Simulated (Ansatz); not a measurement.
# Sn2Te3Se: the cost of one run

Computed with Ansatz 0.2.0 (DFT PBE, scalar-relativistic, plane waves, PAW, unless a step's input says otherwise).

1 further run of the same task is left out (it didn't finish). Runs told in other sessions of the task aren't counted.

## Step 1: The starting structure

It takes space group P-3m1 (No. 164, trigonal). Conventional cell: a = 4.426 Å, b = 4.426 Å, c = 10.702 Å, α = 90.00°, β = 90.00°, γ = 120.00°. Around Sn (site symmetry 3m) lie 6 Te at 3.05 to 3.19 Å. Te (site symmetry -3m) is surrounded by 6 Sn at 3.19 Å. Around Te (site symmetry 3m) lie 3 Sn at 3.05 Å and 3 Se at 3.11 Å. Around Se (site symmetry -3m) lie 6 Te at 3.11 Å.

As a file:

```xyz
6
Lattice="4.4256 0.0000 0.0000 -2.2128 3.8327 0.0000 0.0000 0.0000 10.7022" Properties=species:S:1:pos:R:3 pbc="T T T"
Sn    0.0000    2.5551    7.2567
Sn    2.2128    1.2776    3.4456
Te    0.0000    0.0000    5.3511
Te    0.0000    2.5551    1.7722
Te    2.2128    1.2776    8.9301
Se    0.0000    0.0000    0.0000
```

It is the end of an earlier relaxation with the same method, from a database cell with other species swapped in; it needn't be the stable form of this composition. At a tolerance of 0.05 Å it has space group P-3m1 (No. 164); it has 30.26 Å³/atom, an uncorrected energy of -0.07 eV/atom over the elements.

## Step 2: Static run: bands, density of states and charges

The input, input.yaml:

```yaml
crystal:
  lattice:
    - [4.4256030305, -2.8e-09, 0.0]
    - [-2.2128015128, 3.8326846529, 0.0]
    - [0.0, 0.0, 10.7022434186]
  atoms:
    - { symbol: Sn, position: [0.3333333333, 0.6666666667, 0.6780513819] }
    - { symbol: Sn, position: [0.6666666667, 0.3333333333, 0.3219486181] }
    - { symbol: Te, position: [0.0, 0.0, 0.5] }
    - { symbol: Te, position: [0.3333333333, 0.6666666667, 0.1655869119] }
    - { symbol: Te, position: [0.6666666667, 0.3333333333, 0.8344130881] }
    - { symbol: Se, position: [0.0, 0.0, 0.0] }
basis:
  ecutwfc: 420
kpoints:
  mp_grid: { grid: [12, 12, 4] }
  band_path:
    path:
      - [[0.0, 0.0, 0.0], [0.5, 0.0, 0.0], [0.33333333, 0.33333333, 0.0], [0.0, 0.0, 0.0], [0.0, 0.0, 0.5], [0.5, 0.0, 0.5], [0.33333333, 0.33333333, 0.5], [0.0, 0.0, 0.5]]
      - [[0.5, 0.0, 0.5], [0.5, 0.0, 0.0]]
      - [[0.33333333, 0.33333333, 0.5], [0.33333333, 0.33333333, 0.0]]
    npoints: 14
hamiltonian:
  xc: pbe
scf:
  occupations: { method: gaussian, width: 0.1 }
  n_extra_bands: 15
output:
  forces: true
  stress: true
  eigenvalues: true
  populations: true
  dos: { projected: true, de: 0.02, nscf_kmesh: { grid: [15, 15, 5] } }
  bader: true
  write_density: true
  write_potential: true
  elf: true
  volumetric_format: npy
```

Run with:

```bash
$ ansatz run input.yaml --threads 1 --pin off --max-ram 2560MiB --backend cpu --events-out ev --progress --plain --runs-dir out
```

What time and memory should one allow on 1 thread of Intel Xeon at 2.70GHz, shared host?

About 3.3 min, with a peak of 1.1 GiB.
